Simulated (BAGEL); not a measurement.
**GeSiH4F2 (SMILES F[SiH](F)[GeH3]) at HF/6-31G(d) (density fitting with cc-pvqz-jkfit, spherical functions)**

What is the energy change on altering one bond length of GeSiH4F2 at HF/6-31G* (density fitting with cc-pvqz-jkfit, spherical functions)? 

The calculation is run with BAGEL 1.2.2.

2 further runs of the same task are left out: 2 that didn't finish.

## Step 1: The molecule

GeSiH4F2: 8 atoms, total charge 0, spin state singlet. SMILES: `F[SiH](F)[GeH3]`. The shape is that of a PBE0-D4/def2-TZVP optimisation.

Bond lengths: F1–Si2 1.592 Å, Si2–F3 1.592 Å, Si2–Ge4 2.377 Å, Si2–H5 1.481 Å, Ge4–H6 1.536 Å, Ge4–H7 1.534 Å, Ge4–H8 1.536 Å. Some angles: F1–Si2–F3 107.0°, F1–Si2–Ge4 109.5°, F3–Si2–Ge4 109.5°, F1–Si2–H5 107.4°, F3–Si2–H5 107.4°, Ge4–Si2–H5 115.8°, Si2–Ge4–H6 109.5°, Si2–Ge4–H7 110.3°, Si2–Ge4–H8 109.5°, H6–Ge4–H7 109.3°.

## Step 2: A single-point energy at HF/6-31G(d) (density fitting with cc-pvqz-jkfit, spherical functions)

File hf.json:

```json
{ "bagel" : [

{
  "title" : "molecule",
  "basis" : "6-31gs.json",
  "df_basis" : "cc-pvqz-jkfit",
  "angstrom" : true,
  "geometry" : [
    { "atom" : "F", "xyz" : [    1.301800,   -1.418600,    1.197400 ] },
    { "atom" : "Si", "xyz" : [    1.139900,   -0.126600,    0.280900 ] },
    { "atom" : "F", "xyz" : [    1.983100,   -0.386400,   -1.044700 ] },
    { "atom" : "Ge", "xyz" : [   -1.151500,    0.164400,   -0.281300 ] },
    { "atom" : "H", "xyz" : [    1.776500,    1.004200,    0.994900 ] },
    { "atom" : "H", "xyz" : [   -1.970000,    0.389600,    0.998800 ] },
    { "atom" : "H", "xyz" : [   -1.682300,   -1.076600,   -1.011200 ] },
    { "atom" : "H", "xyz" : [   -1.305500,    1.392900,   -1.190400 ] }
  ]
},
{
  "title" : "hf"
},
{
  "title" : "print",
  "file" : "orbitals.molden",
  "orbitals" : true
}

]}
```

The basis set 6-31G* is read from a file made from the Basis Set Exchange's data (not shown).

Launch:

```
$ BAGEL_NUM_THREADS=1 BAGEL hf.json > hf.out
```

Standard output:

```text
* using 1 threads per process

  ===============================================================
  ===============================================================

  *** Geometry ***

  { "atom" : "F", "xyz" : [      2.460045,     -2.680765,      2.262758 ] },
  { "atom" : "Si", "xyz" : [      2.154099,     -0.239239,      0.530824 ] },
  { "atom" : "F", "xyz" : [      3.747516,     -0.730190,     -1.974197 ] },
  { "atom" : "Ge", "xyz" : [     -2.176020,      0.310671,     -0.531580 ] },
  { "atom" : "H", "xyz" : [      3.357098,      1.897663,      1.880089 ] },
  { "atom" : "H", "xyz" : [     -3.722760,      0.736237,      1.887458 ] },
  { "atom" : "H", "xyz" : [     -3.179086,     -2.034479,     -1.910891 ] },
  { "atom" : "H", "xyz" : [     -2.467037,      2.632200,     -2.249530 ] },

  Number of auxiliary basis functions:      782

  Since a DF basis is specified, we compute 2- and 3-index integrals:
    o Being stored without compression. Storage requirement is 0.046 GB

  Number of basis functions:       86
  Number of electrons      :       68

    * METHOD: MOLECULE                             0.65

  *** RHF ***

  === Nuclear Repulsion ===
   355.5053619223

      * DIIS with orbital gradients will be used.

  === RHF iteration (6-31gs.json) ===
      0      -2565.09642657          0.01885034           0.28
      1      -2565.23693531          0.01206418           0.18
      2      -2565.31299977          0.00099862           0.17
      3      -2565.31407527          0.00013187           0.17
      4      -2565.31409449          0.00004691           0.18
      5      -2565.31409615          0.00001519           0.17
      6      -2565.31409632          0.00000372           0.20
      7      -2565.31409634          0.00000088           0.23
      8      -2565.31409634          0.00000033           0.28
      9      -2565.31409634          0.00000012           0.18
     10      -2565.31409634          0.00000003           0.17
     11      -2565.31409634          0.00000001           0.23
     12      -2565.31409634          0.00000000           0.25
    * SCF iteration converged.

    * Permanent dipole moment:
           (    0.467748,    -0.536802,    -0.105205) a.u.

    * METHOD: HF                                   3.05

    * METHOD: PRINT                                0.01

  ===============================================================
```

It took 4.5 s on 1 thread of Intel Xeon 6975P-C (Granite Rapids), shared host; peak memory 0.2 GiB.

## Step 3: The distorted shape

File input.json:

```json
{ "bagel": [

{
  "title": "molecule",
  "basis": "6-31gs.json",
  "df_basis": "cc-pvqz-jkfit",
  "angstrom": "true",
  "geometry": [
    { "atom": "F", "xyz": [       1.175344,      -1.379637,       1.396202 ] },
    { "atom": "Si", "xyz": [       1.013444,      -0.087637,       0.479702 ] },
    { "atom": "F", "xyz": [       1.983100,      -0.386400,      -1.044700 ] },
    { "atom": "Ge", "xyz": [      -1.277956,       0.203363,      -0.082498 ] },
    { "atom": "H", "xyz": [       1.650044,       1.043163,       1.193702 ] },
    { "atom": "H", "xyz": [      -2.096456,       0.428563,       1.197602 ] },
    { "atom": "H", "xyz": [      -1.808756,      -1.037637,      -0.812398 ] },
    { "atom": "H", "xyz": [      -1.431956,       1.431863,      -0.991598 ] }
  ]
},

{ "title": "hf" },

{ "title": "print", "file": "orbitals.molden", "orbitals": "true" }

]}
```

The basis set 6-31G* is read from a file made from the Basis Set Exchange's data (not shown).

Launch:

```
$ BAGEL_NUM_THREADS=1 BAGEL input.json > input.out
```

Standard output:

```text
* using 1 threads per process

  ===============================================================
  ===============================================================

  *** Geometry ***

  { "atom" : "F", "xyz" : [      2.221078,     -2.607136,      2.638439 ] },
  { "atom" : "Si", "xyz" : [      1.915132,     -0.165610,      0.906505 ] },
  { "atom" : "F", "xyz" : [      3.747516,     -0.730190,     -1.974197 ] },
  { "atom" : "Ge", "xyz" : [     -2.414987,      0.384300,     -0.155899 ] },
  { "atom" : "H", "xyz" : [      3.118131,      1.971292,      2.255770 ] },
  { "atom" : "H", "xyz" : [     -3.961728,      0.809867,      2.263140 ] },
  { "atom" : "H", "xyz" : [     -3.418053,     -1.960850,     -1.535210 ] },
  { "atom" : "H", "xyz" : [     -2.706005,      2.705829,     -1.873849 ] },

  Number of auxiliary basis functions:      782

  Since a DF basis is specified, we compute 2- and 3-index integrals:
    o Being stored without compression. Storage requirement is 0.046 GB

  Number of basis functions:       86
  Number of electrons      :       68

    * METHOD: MOLECULE                             0.85

  *** RHF ***

  === Nuclear Repulsion ===
   346.1824841709

      * DIIS with orbital gradients will be used.

  === RHF iteration (6-31gs.json) ===
      0      -2565.03328897          0.01991511           0.24
      1      -2565.18195577          0.01374553           0.17
      2      -2565.28489730          0.00117240           0.18
      3      -2565.28629908          0.00034184           0.17
      4      -2565.28638218          0.00009963           0.17
      5      -2565.28639265          0.00002338           0.20
      6      -2565.28639359          0.00000610           0.17
      7      -2565.28639365          0.00000170           0.24
      8      -2565.28639365          0.00000069           0.18
      9      -2565.28639365          0.00000017           0.19
     10      -2565.28639365          0.00000005           0.18
     11      -2565.28639365          0.00000003           0.15
     12      -2565.28639365          0.00000001           0.18
    * SCF iteration converged.

    * Permanent dipole moment:
           (    0.815245,    -0.641519,    -0.469383) a.u.

    * METHOD: HF                                   2.75

    * METHOD: PRINT                                0.01

  ===============================================================
```

Wall time 4.5 s (1 thread of Intel Xeon 6975P-C (Granite Rapids), shared host); peak memory 0.2 GiB.

## Step 4: What came out

Level: HF/6-31G* (density fitting with cc-pvqz-jkfit, spherical functions).

| quantity | value |
| --- | --- |
| first shape: total energy | -2565.31410 Eh |
| first shape: dipole moment | 1.83 D |
| first shape: HOMO energy | -11.34 eV |
| first shape: LUMO energy | 3.33 eV |
| first shape: HOMO–LUMO gap | 14.67 eV |
| distorted shape: total energy | -2565.28639 Eh |
| distorted shape: dipole moment | 2.89 D |
| distorted shape: HOMO energy | -11.70 eV |
| distorted shape: LUMO energy | 2.94 eV |
| distorted shape: HOMO–LUMO gap | 14.64 eV |
| energy change with the Si2–F3 bond stretched from 1.592 to 1.831 Å | 0.754 eV |

What this shows: With the Si2–F3 bond stretched from 1.592 to 1.831 Å the energy rises by 0.75 eV (72.7 kJ/mol). The first shape isn't relaxed at this level, so the change isn't measured from a minimum.
